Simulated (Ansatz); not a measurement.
# AlHClOF: how energies converge with the basis set

Aim: see how fast density functionals and correlated methods converge with the basis set for AlHClOF.

Method: one geometry, several basis sets; program: Ansatz 0.2.0, Gaussian basis.

Plan: PBE0-D4/def2-SVP; ωB97M-V/def2-SVP; PBE0-D4/def2-QZVPP; ωB97M-V/def2-QZVPP; CCSD(T)/cc-pV(D+d)Z; CCSD(T)/cc-pV(T+d)Z; CCSD(T)/cc-pV(Q+d)Z; the functionals' def2-TZVPP values are taken from earlier runs.

**1. Structure used throughout**

An earlier PBE0-D4/def2-TZVP relaxation fixed the geometry.

SMILES `[OH][Al]([F])[Cl]`, 5 atoms, charge 0, spin multiplicity 1.

Atoms are counted from 1 here; the program's logs count them from 0.

Bond lengths: O1–Al2 1.675 Å, O1–H5 0.956 Å, Al2–F3 1.634 Å, Al2–Cl4 2.076 Å. Angles: Al2–O1–H5 123.4°, O1–Al2–F3 118.3°, O1–Al2–Cl4 122.8°, F3–Al2–Cl4 118.8°.

**2. PBE0-D4 in def2-SVP**

in.yaml

```yaml
crystal:
  periodic: [false, false, false]
  atoms:
    - {symbol: O, position_ang: [0.455928, 1.205124, -0.026628]}
    - {symbol: Al, position_ang: [-0.053391, -0.362236, 0.275045]}
    - {symbol: F, position_ang: [0.081654, -0.942460, 1.796659]}
    - {symbol: Cl, position_ang: [-0.845260, -1.591143, -1.198745]}
    - {symbol: H, position_ang: [0.410968, 1.617015, -0.887831]}
basis:
  gaussian: {orbitals: def2-SVP}
hamiltonian: {xc: pbe0, dispersion: d4}
output: {orbitals: {seedname: orbitals}}
```

Launch:

```console
> ansatz run in.yaml --threads 2 --pin off --events-out ev --progress --plain --max-ram 31744MiB --backend cpu
```

Further steps of the session: ωB97M-V in def2-SVP; PBE0-D4 in def2-QZVPP; ωB97M-V in def2-QZVPP; CCSD(T) in cc-pV(D+d)Z; CCSD(T) in cc-pV(T+d)Z; CCSD(T) in cc-pV(Q+d)Z.

**Question.** What will the summary of the whole plan be? Wanted: MP2 correlation recovered, cc-pV(D+d)Z; MP2 correlation recovered, cc-pV(T+d)Z; MP2 correlation recovered, cc-pV(Q+d)Z; difference of two CCSD(T) limits: def2 sets; PBE0-D4: double and triple zeta above quadruple; ωB97M-V: double and triple zeta above quadruple.

**Answer**, as computed:

| quantity | value |
| --- | --- |
| MP2 correlation recovered, cc-pV(D+d)Z | 65.5 % |
| MP2 correlation recovered, cc-pV(T+d)Z | 86.5 % |
| MP2 correlation recovered, cc-pV(Q+d)Z | 94.4 % |
| difference of two CCSD(T) limits: def2 sets (earlier runs) less this series | -57 meV |
| PBE0-D4: double and triple zeta above quadruple | 13.77, 0.88 eV |
| ωB97M-V: double and triple zeta above quadruple | 13.77, 0.83 eV |

What this shows: For PBE0-D4 the step from double to triple zeta gains 12.89 eV and the next only 0.88 eV. Correlation climbs from 65 % (cc-pV(D+d)Z) to 94 % (cc-pV(Q+d)Z) of the limit; Hartree-Fock is 0.196 eV from its own by then. A limit from the def2 sets, made apart, differs by 57 meV, a least measure of the doubt on such a limit. Total energies overstate the basis error of differences, where much of it tends to cancel. The LUMO of ωB97M-V is positive and keeps falling with the basis (0.86 to 0.26 eV): an unbound level that the basis holds in place.
